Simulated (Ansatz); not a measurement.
# GaAg3: the cost of one run

Program: Ansatz 0.2.0, driven from Python. The levels of theory stand in the script. These are calculated values, not measurements.

### Step 1. The structure

It takes space group P-6m2 (No. 187, hexagonal). Conventional cell: a = 2.938 Å, b = 2.938 Å, c = 9.116 Å, α = 90.00°, β = 90.00°, γ = 120.00°. Ga (site symmetry -6m2) has 6 Ag at 2.78 Å and 6 Ga at 2.94 Å in its first shell of neighbours. Around Ag (site symmetry -6m2) lie 12 Ag at 2.90 to 2.94 Å. Around Ag (site symmetry 3m) lie 3 Ga at 2.78 Å and 9 Ag at 2.90 to 2.94 Å.

POSCAR_gaag3, read by the script:

```text
GaAg3
1.0
   2.93786626    0.00000000    0.00000000
  -1.46893313    2.54426681    0.00000000
   0.00000000    0.00000000    9.11613494
Ga Ag
1 3
Direct
   0.66666667    0.33333333    0.00000000
   0.66666667    0.33333333    0.50000000
   0.33333333    0.66666667    0.24192345
   0.33333333    0.66666667    0.75807655
```

### Step 2. Script

The input, paw_lapw_gaag3.py:

```python
"""PAW against all-electron LAPW for GaAg3."""

import ansatz
from ase.io import read
import numpy as np


def count_gap(report):
    # lowest empty less highest filled band, counting bands; zero where they overlap
    return max(report.get("gap_by_band_count_ev") or 0.0, 0.0)


def main() -> None:
    atoms = read("POSCAR_gaag3", format="vasp")
    crystal = ansatz.Crystal.from_ase(atoms)

    calculation = (
        crystal.calculation()
        .functional(ansatz.Functional.LDA)
        .occupations("gaussian", width=0.15)
        .kpoints(spacing=0.26)
        .stress()
        .forces()
        .band_table()
    )
    variants = {
        "PAW": calculation.pseudopotentials("paw"),
        "LAPW": calculation.pseudopotentials("all_electron", lapw=True),
    }
    # totals differ by the cores that each treatment holds, so compare what does not depend on them
    rows = []
    for label, variant in variants.items():
        report = variant.run(threads=1).report
        levels = np.array(report["eigenvalues_ev"][0]) - report["fermi_energy_ev"]
        print(label, "levels at the first k-point near E_F:", np.round(levels[np.abs(levels) < 5], 3))
        rows.append((label, report["n_electrons"], np.trace(report["stress_gpa"]) / 3, float(np.abs(report["forces_ev_ang"]).max()), count_gap(report)))
    print("     treatment  electrons in bands           P GPa  max force component eV/A  gap by band count eV")
    for row in rows:
        print(f"{str(row[0]):>14s}  {row[1]:18.1f}  {row[2]:14.3f}  {row[3]:24.4f}  {row[4]:20.3f}")


if __name__ == "__main__":
    main()
```

### Step 3. The calls as engine input

The package turns the script's settings into the engine's input (first run):

```yaml
crystal:
  lattice:
    - [2.93786626, 0.0, 0.0]
    - [-1.46893313, 2.54426681, 0.0]
    - [0.0, 0.0, 9.11613494]
  atoms:
    - { symbol: Ga, position: [0.66666667, 0.33333333, 0.0] }
    - { symbol: Ag, position: [0.66666667, 0.33333333, 0.5] }
    - { symbol: Ag, position: [0.33333333, 0.66666667, 0.24192345] }
    - { symbol: Ag, position: [0.33333333, 0.66666667, 0.75807655] }
kpoints:
  mp_grid:
    kspacing: 0.26
hamiltonian:
  xc: lda
  pseudopotentials:
    kind: paw
scf:
  occupations:
    method: gaussian
    width: 0.15
output:
  forces: true
  stress: true
  eigenvalues: true
```

### Step 4. Running it

Run with:

```
$ python paw_lapw_gaag3.py
```

**Question.** How long does this script take on 1 thread of Arm Neoverse V2, shared host, and how much memory does it need?

About 1.8 min, with a peak of 0.75 GiB.
